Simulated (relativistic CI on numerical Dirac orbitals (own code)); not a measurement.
**Rh⁶⁺: resonant inelastic X-ray scattering at the M2,3 edge**

Which low excitations of Rh⁶⁺ show in RIXS, and at which incident energy? 6 crystal fields.

The numbers are computed with relativistic CI on numerical Dirac orbitals (own code) version 3 (Dirac-Coulomb-Breit CI, KLI orbitals optimised for each configuration, model QED (radiative potential, 1s self-energy scaled to tabulated hydrogen-like ionisation energies), valence Slater integrals scaled by 0.8, Kramers-Heisenberg scattering through one core-hole configuration in a parametric crystal field), except any that are marked as measured or tabulated.

### 1 The system

* ion: Rh⁶⁺ (Rh VII)
* nuclear charge: 45
* electrons: 39
* configurations: [Kr] 4d3 → [Ne] 3s2 3p5 3d10 4s2 4p6 4d4
* temperature: 80 K
* core-hole width: 1.2 eV
* field 1 (cm⁻¹): D3d, 10Dq = 50000, Dsigma = 130, Dtau = -90
* field 2 (cm⁻¹): Td, 10Dq = -8800
* field 3 (cm⁻¹): Td, 10Dq = -10500
* field 4 (cm⁻¹): Td, 10Dq = -26150
* field 5 (cm⁻¹): Td, 10Dq = -29400
* field 6 (cm⁻¹): Oh, 10Dq = 38150

### 2 Field 1: D3d, 10Dq = 50000, Dsigma = 130, Dtau = -90

Input settings:

```ini
atom Rh  Z=45  charge=6  electrons=39
nucleus A=103  rms_radius_fm=4.4945
hamiltonian dirac-coulomb  breit=on  qed=on  c_scale=1
orbitals kli  potential=per-configuration
slater_scale 0.8
correlation none
mixing on
configurations
  [Kr] 4d3
  [Ne] 3s2 3p5 3d10 4s2 4p6 4d4
end
rixs M2,3 T=80 core_hole_width=1.2
crystal_field D3d 10Dq=50000 Dsigma=130 Dtau=-90
```

Command:

```sh
$ python run_levels.py task.json out
```

The settings of every run stand in task.json; they run in order.

### 3 Field 2: Td, 10Dq = -8800

Changes to the settings of step 2:

```diff
@@ -12,2 +12,2 @@
 rixs M2,3 T=80 core_hole_width=1.2
-crystal_field D3d 10Dq=50000 Dsigma=130 Dtau=-90
+crystal_field Td 10Dq=-8800
```

### 4 Field 3: Td, 10Dq = -10500

Changes to the settings of step 3:

```diff
@@ -12,2 +12,2 @@
 rixs M2,3 T=80 core_hole_width=1.2
-crystal_field Td 10Dq=-8800
+crystal_field Td 10Dq=-10500
```

### 5 Field 4: Td, 10Dq = -26150

Changes to the settings of step 4:

```diff
@@ -12,2 +12,2 @@
 rixs M2,3 T=80 core_hole_width=1.2
-crystal_field Td 10Dq=-10500
+crystal_field Td 10Dq=-26150
```

### 6 Field 5: Td, 10Dq = -29400

Changes to the settings of step 5:

```diff
@@ -12,2 +12,2 @@
 rixs M2,3 T=80 core_hole_width=1.2
-crystal_field Td 10Dq=-26150
+crystal_field Td 10Dq=-29400
```

### 7 Field 6: Oh, 10Dq = 38150

Changes to the settings of step 6:

```diff
@@ -12,2 +12,2 @@
 rixs M2,3 T=80 core_hole_width=1.2
-crystal_field Td 10Dq=-29400
+crystal_field Oh 10Dq=38150
```

(Steps that only read results are left out.)

**Question.** What will these runs give? Wanted: incident energies, field 1; share of spin-changing ones, field 1.

The runs gave:

| field | S, thermal mean | first incident energy (eV) | lowest loss over 0.08 eV (eV) | strongest such loss there (eV) | its level |
| --- | --- | --- | --- | --- | --- |
| 1: D3d | 1.50 | 507.9 | 2.151 | 2.151 | G4, S = 0.5 |
| 2: Td | 1.46 | 510.0 | 0.129 | 2.354 | G6, S = 1.1 |
| 3: Td | 1.45 | 509.8 | 0.132 | 1.088 | G8, S = 0.7 |
| 4: Td | 0.60 | 507.5 | 1.070 | 3.131 | G8, S = 0.6 |
| 5: Td | 0.56 | 507.2 | 1.447 | 3.519 | G8, S = 0.6 |
| 6: Oh | 1.49 | 508.4 | 2.130 | 2.130 | G8, S = 0.5 |

| quantity | value |
| --- | --- |
| incident energies, field 1 | 507.9, 511.9, 513.7 eV |
| strongest loss over 0.08 eV, field 1 | 2.15 eV |
| share of spin-changing ones, field 1 | 86 % |

In field 1 the strongest loss over 0.08 eV at the first resonance is 2.15 eV (G4, S = 0.5). Losses that change the spin take 86 % of the listed intensity; the core hole's spin-orbit coupling allows them. The ground spin differs between the fields. The first incident energy is the lowest absorption maximum of each field and need not be the same resonance in all. Only the lowest levels kept in the record count, and labels are spin-orbit irreps. Polarisations are summed, and charge-transfer losses are outside the model.
